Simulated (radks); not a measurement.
# Excited configurations of Yb²⁺

Aim: excitation energies and quantum defects of the outer electron of Yb²⁺, by total-energy differences.

Method: scalar-relativistic Kohn-Sham, r2SCAN, spin-polarised, spherical densities, finite nucleus; open shells are filled with parallel spins first. Code: radks (a radial shooting solver on a logarithmic mesh, Libxc functionals) version 1.

## (1) The system

* element: ytterbium (Z = 70)
* charge: +2
* electrons: 68
* configuration: [Xe] 4f14
* nuclear rms radius: 5.3108 fm

The outer shells:

Yb²⁺
```
[Xe] core
4f [↑↓][↑↓][↑↓][↑↓][↑↓][↑↓][↑↓]
```

## (2) Ground configuration: [Xe] 4f14

Settings of this run:

```text
Z 70
configuration [Xe] 4f14
relativity scalar-relativistic
functional r2scan,r2scan
spin polarised
nucleus finite rms 5.3108 fm
c 137.035999084
```

## (3) The ion: [Xe] 4f13

Input: that of step 2 with these lines changed.

```diff
@@ -1,3 +1,3 @@
 Z 70
-configuration [Xe] 4f14
+configuration [Xe] 4f13
 relativity scalar-relativistic
```

## (4) Outer electron in 5d: [Xe] 4f13 5d1

Input: that of step 3 with these lines changed.

```diff
@@ -1,3 +1,3 @@
 Z 70
-configuration [Xe] 4f13
+configuration [Xe] 4f13 5d1
 relativity scalar-relativistic
```

## (5) Outer electron in 5f: [Xe] 4f13 5f1

Input: that of step 4 with these lines changed.

```diff
@@ -1,3 +1,3 @@
 Z 70
-configuration [Xe] 4f13 5d1
+configuration [Xe] 4f13 5f1
 relativity scalar-relativistic
```

## (6) Outer electron in 6s: [Xe] 4f13 6s1

Input: that of step 5 with these lines changed.

```diff
@@ -1,3 +1,3 @@
 Z 70
-configuration [Xe] 4f13 5f1
+configuration [Xe] 4f13 6s1
 relativity scalar-relativistic
```

## (7) Outer electron in 6p: [Xe] 4f13 6p1

Input: that of step 6 with these lines changed.

```diff
@@ -1,3 +1,3 @@
 Z 70
-configuration [Xe] 4f13 6s1
+configuration [Xe] 4f13 6p1
 relativity scalar-relativistic
```

## (8) Outer electron in 6d: [Xe] 4f13 6d1

Input: that of step 7 with these lines changed.

```diff
@@ -1,3 +1,3 @@
 Z 70
-configuration [Xe] 4f13 6p1
+configuration [Xe] 4f13 6d1
 relativity scalar-relativistic
```

## (9) Outer electron in 7s: [Xe] 4f13 7s1

Input: that of step 8 with these lines changed.

```diff
@@ -1,3 +1,3 @@
 Z 70
-configuration [Xe] 4f13 6d1
+configuration [Xe] 4f13 7s1
 relativity scalar-relativistic
```

## (10) Outer electron in 7p: [Xe] 4f13 7p1

Input: that of step 9 with these lines changed.

```diff
@@ -1,3 +1,3 @@
 Z 70
-configuration [Xe] 4f13 7s1
+configuration [Xe] 4f13 7p1
 relativity scalar-relativistic
```

## (11) Outer electron in 7d: [Xe] 4f13 7d1

Input: that of step 10 with these lines changed.

```diff
@@ -1,3 +1,3 @@
 Z 70
-configuration [Xe] 4f13 7p1
+configuration [Xe] 4f13 7d1
 relativity scalar-relativistic
```

## (12) Outer electron in 7f: [Xe] 4f13 7f1

Input: that of step 11 with these lines changed.

```diff
@@ -1,3 +1,3 @@
 Z 70
-configuration [Xe] 4f13 7d1
+configuration [Xe] 4f13 7f1
 relativity scalar-relativistic
```

What does the calculation give? Wanted: for each run, outer orbital; excitation; binding; n*; quantum defect; <r>.

The runs gave:

| outer orbital | excitation (eV) | binding (eV) | n* | quantum defect | <r> (bohr) |
| --- | --- | --- | --- | --- | --- |
| 5d | 6.355 | 19.775 | 2.488 | 2.512 | 2.242 |
| 5f | 18.455 | 7.676 | 3.994 | 1.006 | 5.875 |
| 6s | 5.455 | 20.676 | 2.434 | 3.566 | 3.105 |
| 6p | 10.709 | 15.421 | 2.818 | 3.182 | 3.828 |
| 6d | 16.524 | 9.606 | 3.570 | 2.430 | 5.561 |
| 7s | 15.756 | 10.374 | 3.436 | 3.564 | 6.060 |
| 7p | 17.740 | 8.390 | 3.820 | 3.180 | 7.183 |
| 7d | 20.256 | 5.874 | 4.566 | 2.434 | 9.669 |
| 7f | 22.574 | 3.557 | 5.868 | 1.132 | 15.48 |

In words: Binding is E(ion) − E, and n* = 3/√(2·binding) in atomic units. The Δ-SCF energy to the ion that was run is 26.130 eV (NIST's first ionisation energy, to the ion's ground state: 25.05 eV, semi-empirical). Mean quantum defects: d 2.46, f 1.07, s 3.57, p 3.18. They fall with l, since high-l orbitals stay out of the core. Self-interaction in the functional shifts them, so they are the method's values and not measured ones. Open shells are spherical and high-spin; term and fine-structure splittings are not resolved. Spin-orbit splitting is averaged out at the scalar-relativistic level.
